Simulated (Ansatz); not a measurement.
# F3H2HfN: the cost of one run

All numbers below are computed with Ansatz 0.2.0 (RKS PBE0/def2-SVP).

## Step 1: The system as given

Bond lengths: Hf1–N2 2.210 Å, N2–H3 1.060 Å, N2–H4 1.060 Å, Hf1–F5 1.980 Å, Hf1–F6 1.979 Å, Hf1–F7 1.979 Å. Angles: Hf1–N2–H3 120.0°, Hf1–N2–H4 120.0°, H3–N2–H4 120.0°, N2–Hf1–F5 109.4°, N2–Hf1–F6 109.5°, N2–Hf1–F7 109.5°, F5–Hf1–F6 109.5°, F5–Hf1–F7 109.5°, F6–Hf1–F7 109.5°.

Structure file:

```xyz
7

Hf    0.0000    0.0000    0.0000
N     0.0000    0.0000    2.2100
H    -0.8770   -0.2713    2.7400
H     0.8770    0.2713    2.7400
F     1.8671    0.0000   -0.6593
F    -0.9326    1.6157   -0.6593
F    -0.9326   -1.6157   -0.6593
```

## Step 2: Preparing the start

File input.yaml:

```yaml
crystal:
  periodic: [false, false, false]
  atoms:
    - { symbol: Hf, position_ang: [0.0, 0.0, 0.0] }
    - { symbol: "N", position_ang: [0.0, 0.0, 2.21] }
    - { symbol: H, position_ang: [-0.877, -0.2713, 2.74] }
    - { symbol: H, position_ang: [0.877, 0.2713, 2.74] }
    - { symbol: F, position_ang: [1.8671, 0.0, -0.6593] }
    - { symbol: F, position_ang: [-0.9326, 1.6157, -0.6593] }
    - { symbol: F, position_ang: [-0.9326, -1.6157, -0.6593] }
basis:
  gaussian: { orbitals: def2-SVP }
hamiltonian:
  xc: pbe0
relax:
  f_tol: 0.02
  max_steps: 40
```

On the command line:

```bash
ansatz run input.yaml --threads 2 --pin off --max-ram 3072MiB --backend cpu --events-out ev --progress --plain --runs-dir out
```

**Question.** How long does this run take on 2 threads of Arm Neoverse V2, shared host, and how much memory does it need?

About 17 s, with a peak of 0.2 GiB.
